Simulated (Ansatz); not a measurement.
# C₃H₇ClO₂Si: a ladder of functionals and wavefunction methods

The task here is to estimate one member of a computed series from the others.

Method: functionals in def2-TZVPP, the program's frozen cores in correlated methods; program: Ansatz 0.2.0, Gaussian basis.

Plan: PBE-D4, r2SCAN-D4, PBE0-D4, B3LYP-D4, ωB97X-V, ωB97M-V, B2PLYP; CCSD(T)/def2-TZVPP; MP2/def2-QZVPP; extrapolation to the limit.

**The geometry**

The geometry comes from an earlier relaxation with PBE0-D4 in a triple-zeta def2 set; it is a stationary point, not always the lowest conformer.

SMILES `C=C[Si](O)(Cl)OC`, 14 atoms, charge 0, spin multiplicity 1.

Atoms are counted from 1 here; the program's logs count them from 0.

Bond lengths: C1–C2 1.329 Å, C1–H8 1.086 Å, C1–H9 1.086 Å, C2–Si3 1.840 Å, C2–H10 1.089 Å, Si3–O4 1.624 Å, Si3–Cl5 2.065 Å, Si3–O6 1.628 Å, O4–H11 0.959 Å, O6–C7 1.411 Å, C7–H12 1.095 Å, C7–H13 1.091 Å, C7–H14 1.094 Å. Angles: C2–C1–H8 121.9°, C2–C1–H9 121.6°, H8–C1–H9 116.5°, C1–C2–Si3 124.8°, C1–C2–H10 118.4°, Si3–C2–H10 116.7°, C2–Si3–O4 108.5°, C2–Si3–Cl5 109.1°, C2–Si3–O6 113.3°, O4–Si3–Cl5 111.1°, O4–Si3–O6 107.5°, Cl5–Si3–O6 107.5°, Si3–O4–H11 117.8°, Si3–O6–C7 125.2°, O6–C7–H12 111.3°, O6–C7–H13 108.0°, O6–C7–H14 111.0°, H12–C7–H13 108.7° and more.

The first run:

Contents of in.yaml:

```yaml
crystal:
  periodic: [false, false, false]
  atoms:
    - {symbol: C, position_ang: [0.580898, 2.300242, 0.114075]}
    - {symbol: C, position_ang: [0.504999, 1.259287, -0.709265]}
    - {symbol: Si, position_ang: [0.754078, -0.495149, -0.212130]}
    - {symbol: O, position_ang: [1.853681, -1.160008, -1.205567]}
    - {symbol: Cl, position_ang: [1.392685, -0.558062, 1.750123]}
    - {symbol: O, position_ang: [-0.601782, -1.391235, -0.314596]}
    - {symbol: C, position_ang: [-1.751893, -1.221982, 0.485420]}
    - {symbol: H, position_ang: [0.400262, 3.315900, -0.225860]}
    - {symbol: H, position_ang: [0.833997, 2.179057, 1.162839]}
    - {symbol: H, position_ang: [0.252321, 1.440759, -1.753321]}
    - {symbol: H, position_ang: [1.972586, -2.110770, -1.168554]}
    - {symbol: H, position_ang: [-2.154628, -0.207620, 0.394741]}
    - {symbol: H, position_ang: [-2.507270, -1.930727, 0.143628]}
    - {symbol: H, position_ang: [-1.529934, -1.419691, 1.538467]}
basis:
  gaussian: {orbitals: def2-TZVPP}
hamiltonian: {xc: pbe, dispersion: d4}
output: {forces: true, orbitals: {seedname: orbitals}}
```

Run with:

```
ansatz run in.yaml --threads 2 --pin off --events-out ev --progress --plain --max-ram 32768MiB --backend cuda --devices 0, --max-vram 18GiB
```

Among the steps run: PBE-D4 (GGA); r2SCAN-D4 (meta-GGA); PBE0-D4 (hybrid); B3LYP-D4 (hybrid); ωB97X-V (range-separated); ωB97M-V (range-separated); B2PLYP (double hybrid); CCSD(T) in def2-TZVPP; MP2 in def2-QZVPP.

One table of the session follows, with a row left open; its other results are not shown here.

```
            method  atomisation energy (kJ/mol)
            PBE-D4                            ?
         r2SCAN-D4                       5709.7
           PBE0-D4                       5693.0
          B3LYP-D4                       5675.6
           ωB97X-V                       5699.0
           ωB97M-V                       5713.6
            B2PLYP                       5626.2
     HF/def2-TZVPP                       4166.9
    MP2/def2-TZVPP                       5678.5
   CCSD/def2-TZVPP                       5457.4
CCSD(T)/def2-TZVPP                       5547.1
           MP2/CBS                       5835.0
       CCSD(T)/CBS                       5703.6
```

Estimate the missing values for PBE-D4.

**Answer.** atomisation energy (kJ/mol): 5798.7. In the column «atomisation energy (kJ/mol)» it lies between ωB97M-V (5713.6) and MP2/CBS (5835.0).

Limits of these values: Free atoms (3 C, 1 Si, 2 O, 1 Cl, 7 H) were run apart at each level; the atomisation energy is their sum less the molecule, without zero-point or spin-orbit terms.
